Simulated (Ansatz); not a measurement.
# Cs2Rb: the cost of one run

Program: Ansatz 0.2.0. Level of theory: DFT PBE, scalar-relativistic, plane waves, PAW. These are calculated values, not measurements.

## 1. The system as given

It takes space group P-3m1 (No. 164, trigonal). Conventional cell: a = 5.336 Å, b = 5.336 Å, c = 25.942 Å, α = 90.00°, β = 90.00°, γ = 120.00°.

As a file:

```
Cs Rb
1.0
     5.33585    0.00000    0.00000
    -2.66793    4.62099    0.00000
     0.00000    0.00000   25.94227
Cs Rb
4 2
Direct
  0.33333 0.66667 0.73918
  0.33333 0.66667 0.08688
  0.66667 0.33333 0.91312
  0.66667 0.33333 0.26082
  0.33333 0.66667 0.42399
  0.66667 0.33333 0.57601
```

The start is the relaxed end of an invented cell (made as: ordered superstructure of hcp (P-3m1, No. 164)), taken up again for a closer look.

## 2. A first look at the guess

Input file input.yaml:

```yaml
crystal:
  lattice:
    - [5.3358548, 0.0, 0.0]
    - [-2.6679274, 4.6209858, 0.0]
    - [0.0, 0.0, 25.9422685]
  atoms:
    - { symbol: Cs, position: [0.3333333, 0.6666667, 0.739176] }
    - { symbol: Cs, position: [0.3333333, 0.6666667, 0.086877] }
    - { symbol: Cs, position: [0.6666667, 0.3333333, 0.913123] }
    - { symbol: Cs, position: [0.6666667, 0.3333333, 0.260824] }
    - { symbol: Rb, position: [0.3333333, 0.6666667, 0.423988] }
    - { symbol: Rb, position: [0.6666667, 0.3333333, 0.576012] }
basis:
  ecutwfc: 420
kpoints:
  mp_grid: { grid: [6, 6, 1] }
hamiltonian:
  xc: pbe
scf:
  occupations: { method: gaussian, width: 0.1 }
  lower_state_search: "off"
output:
  forces: true
  stress: true
  eigenvalues: true
```

On the command line:

```
$ ansatz run input.yaml --threads 4 --pin off --max-ram 8192MiB --backend cpu --events-out ev --progress --plain --runs-dir out
```

**Question.** How long does this run take on 4 threads of Arm Neoverse V2, shared host, and how much memory does it need?

About 3.3 s, with a peak of 1 GiB.
